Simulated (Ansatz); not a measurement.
Working through a geometry optimisation of CH₆S₃Si, SMILES [SiH3]CSSS

With the Python package of Ansatz (0.2.0).

The cells in order, each with its output:

```python
import ansatz as az
from ase import Atoms
import numpy as np
```

```python
atoms = Atoms(["Si", "C", "S", "S", "S", "H", "H", "H", "H", "H", "H"], positions=[
    (-1.42, 0.4664, 0.9365),
    (0.1447, 0.8183, 0.0865),
    (1.4339, -0.1881, 0.819),
    (1.3426, -1.9924, -0.1189),
    (2.3621, -1.8249, -1.8574),
    (-1.3999, 0.8171, 2.38),
    (-2.483, 1.4013, 0.3478),
    (-1.8915, -0.8715, 0.7239),
    (0.106, 0.6626, -0.9497),
    (0.4339, 1.871, 0.2471),
    (1.4366, -1.2168, -2.5942),
])
molecule = az.Crystal.molecule_from_ase(atoms)
```

```python
base = (
    molecule.calculation()
    .basis(gaussian="cc-pVDZ")
    .functional("r2scan", dispersion="d4")
)
symbols = [site.symbol for site in molecule.cartesian_sites]
start = np.array([site.position_ang for site in molecule.cartesian_sites], dtype=float)
data = base.relax(force_tolerance=0.005).run().report
end = np.array(data["positions_ang"])
```

    

```python
for key in ("converged", "free_energy_ev", "reference_energy_ev", "n_frozen", "n_occupied", "n_virtual"):
    print(f"{key:22s} {data[key]}")
```

    converged              True
    free_energy_ev         -41515.22895248513
    reference_energy_ev    -41515.14126812819
    n_frozen               0
    n_occupied             [37, 37]
    n_virtual              [79, 79]

```python
print("bond        before    after (A)")
for i, j in [(0, 1), (0, 5), (0, 6), (0, 7), (1, 2), (1, 8), (1, 9), (2, 3), (3, 4), (4, 10)]:
    d0, d1 = (np.linalg.norm(xyz[i] - xyz[j]) for xyz in (start, end))
    print(f"{symbols[i]}{i}-{symbols[j]}{j}".ljust(10), f"{d0:8.4f} {d1:8.4f}")
```

    bond        before    after (A)
    Si0-C1       1.8151   1.9021
    Si0-H5       1.4856   1.4955
    Si0-H6       1.5332   1.5002
    Si0-H7       1.4344   1.4940
    C1-S2        1.7920   1.8396
    C1-H8        1.0485   1.1035
    C1-H9        1.1035   1.1050
    S2-S3        2.0356   2.0709
    S3-S4        2.0223   2.1076
    S4-H10       1.3301   1.3619

```python
charges = data["charge_distribution"]
print("dipole moment", round(4.803205 * float(np.linalg.norm(charges["dipole_moment_e_ang"])), 3), "D")
print("Mulliken:", [(s, round(q, 3)) for s, q in zip(symbols, charges["mulliken_charges_e"])])
```

    dipole moment 2.341 D
    Mulliken: [('Si', 0.289), ('C', -0.292), ('S', -0.009), ('S', -0.061), ('S', -0.095), ('H', -0.04), ('H', -0.055), ('H', -0.033), ('H', 0.083), ('H', 0.098), ('H', 0.115)]

Caveats:
- Total energies depend on the basis set; only differences at equal settings carry meaning.
- The end point is the stationary point reached from this start; no frequency run checks that it is a minimum, and the basis set is modest.
- Total less reference energy is the dispersion correction.
- Hardware and time: 2.6 min on 1 thread of Arm Neoverse V2, with other jobs on the host, peak memory 0.28 GiB.

(Lines on the test bed's own set-up are left out of the output.)
